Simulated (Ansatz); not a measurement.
# Cl₂H₂S₂Ti: how energies converge with the basis set

An exercise on one series of results from a longer session: the logs are not shown, and one member is left open.

The runs use Ansatz 0.2.0, Gaussian basis; one geometry, several basis sets.

Plan: PBE0-D4/def2-SVP; ωB97M-V/def2-SVP; PBE0-D4/def2-QZVPP; ωB97M-V/def2-QZVPP; the functionals' def2-TZVPP values are taken from earlier runs.

## The geometry

An earlier PBE0-D4 in a triple-zeta def2 set relaxation fixed the geometry.

7 atoms, charge 0, spin multiplicity 1.

Atoms are counted from 1 here; the program's logs count them from 0.

Bond lengths: S1–Ti2 2.252 Å, S1–H6 1.350 Å, Ti2–S3 2.259 Å, Ti2–Cl4 2.174 Å, Ti2–Cl5 2.181 Å, S3–H7 1.350 Å. Angles: Ti2–S1–H6 89.2°, S1–Ti2–S3 103.0°, S1–Ti2–Cl4 108.0°, S1–Ti2–Cl5 112.1°, S3–Ti2–Cl4 110.8°, S3–Ti2–Cl5 109.4°, Cl4–Ti2–Cl5 113.0°, Ti2–S3–H7 90.9°.

As a file:

```mol
Cl2H2S2Ti
  3D, bonds by distance, orders not assigned

  7  6  0  0  0  0  0  0  0  0999 V2000
   -1.9117    0.5272    0.9132 S   0  0
   -0.1676   -0.0641   -0.3822 Ti  0  0
    1.2146   -1.1077    1.0688 S   0  0
   -0.8905   -1.4507   -1.8923 Cl  0  0
    0.8472    1.6691   -1.2335 Cl  0  0
   -1.1952    1.5787    1.3650 H   0  0
    2.1644   -1.2204    0.1153 H   0  0
  1  2  8  0
  2  3  8  0
  2  4  8  0
  2  5  8  0
  1  6  8  0
  3  7  8  0
M  END
```

The first run:

Input file in.yaml:

```yaml
crystal:
  periodic: [false, false, false]
  atoms:
    - {symbol: S, position_ang: [-1.911717, 0.527191, 0.913249]}
    - {symbol: Ti, position_ang: [-0.167630, -0.064142, -0.382165]}
    - {symbol: S, position_ang: [1.214633, -1.107739, 1.068758]}
    - {symbol: Cl, position_ang: [-0.890518, -1.450716, -1.892262]}
    - {symbol: Cl, position_ang: [0.847245, 1.669101, -1.233473]}
    - {symbol: H, position_ang: [-1.195201, 1.578730, 1.365007]}
    - {symbol: H, position_ang: [2.164387, -1.220426, 0.115286]}
basis:
  gaussian: {orbitals: def2-SVP}
hamiltonian: {xc: pbe0, dispersion: d4}
output: {orbitals: {seedname: orbitals}}
```

On the command line:

```bash
$ ansatz run in.yaml --threads 4 --pin off --events-out ev --progress --plain --max-ram 10444MiB
```

Steps of the session up to this table: PBE0-D4 in def2-SVP; ωB97M-V in def2-SVP; PBE0-D4 in def2-QZVPP; ωB97M-V in def2-QZVPP.

One of the session's tables, all rows but one given; the rest of the session is left out.

It belongs to the step «Density functionals: the series». 

```
functional       basis  HOMO (eV)  LUMO (eV)
   PBE0-D4    def2-SVP          ?          ?
   PBE0-D4  def2-TZVPP      -8.12      -3.36
   PBE0-D4  def2-QZVPP      -8.14      -3.38
   ωB97M-V    def2-SVP     -10.12      -1.17
   ωB97M-V  def2-TZVPP     -10.24      -1.22
   ωB97M-V  def2-QZVPP     -10.27      -1.25
```

Estimate the missing values for PBE0-D4, def2-SVP.

As computed: HOMO (eV): -8.05; LUMO (eV): -3.37. In the column «HOMO (eV)» it is the highest.
